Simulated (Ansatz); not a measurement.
# TiCo: the cost of one run

Method: DFT r²SCAN, scalar-relativistic, plane waves, PAW, in Ansatz 0.2.0.

### Step 1. The structure to begin with

It takes space group Pm-3m (No. 221, cubic). Conventional cell: a = 2.987 Å, b = 2.987 Å, c = 2.987 Å, α = 90.00°, β = 90.00°, γ = 90.00°. Ti (site symmetry m-3m) has 8 Co at 2.59 Å as nearest neighbours. Around Co (site symmetry m-3m) lie 8 Ti at 2.59 Å.

Structure file:

```cif
data_structure
_symmetry_space_group_name_H-M 'Pm-3m'
_symmetry_Int_Tables_number 221
_cell_length_a 2.9874
_cell_length_b 2.9874
_cell_length_c 2.9874
_cell_angle_alpha 90.000
_cell_angle_beta 90.000
_cell_angle_gamma 90.000
_cell_volume 26.66
loop_
_atom_site_label
_atom_site_type_symbol
_atom_site_symmetry_multiplicity
_atom_site_Wyckoff_symbol
_atom_site_fract_x
_atom_site_fract_y
_atom_site_fract_z
_atom_site_occupancy
Ti1 Ti 1 a 0.00000 0.00000 0.00000 1
Co1 Co 1 b 0.50000 0.50000 0.50000 1
```

This cell comes from an earlier session at r²SCAN: 13.331 Å³/atom at 0.00 GPa, on a 16×16×16 mesh.

Volume factors to run: 0.980, 1.020, 0.960, 1.040.

### Step 2. At 0.980 of the relaxed volume

input.yaml reads:

```yaml
crystal:
  lattice:
    - [2.9673916712, 0.0, 0.0]
    - [0.0, 2.9673916712, 0.0]
    - [0.0, 0.0, 2.9673916712]
  atoms:
    - { symbol: Ti, position: [0.0, 0.0, 0.0] }
    - { symbol: Co, position: [0.5, 0.5, 0.5], spin: 1.54 }
basis:
  ecutwfc: 500
  ecutrho_ratio: 4
kpoints:
  mp_grid: { grid: [16, 16, 16] }
hamiltonian:
  xc: r2scan
scf:
  occupations: { method: gaussian, width: 0.05 }
output:
  forces: true
  stress: true
  eigenvalues: true
  populations: true
magnetization:
  spin_polarized: true
```

The run is started by

```
$ ansatz run input.yaml --threads 2 --pin off --max-ram 5120MiB --backend cpu --events-out ev --progress --plain --runs-dir out
```

What time and memory should one allow on 2 threads of Arm Neoverse V1, shared host?

About 23 s, with a peak of 0.54 GiB.
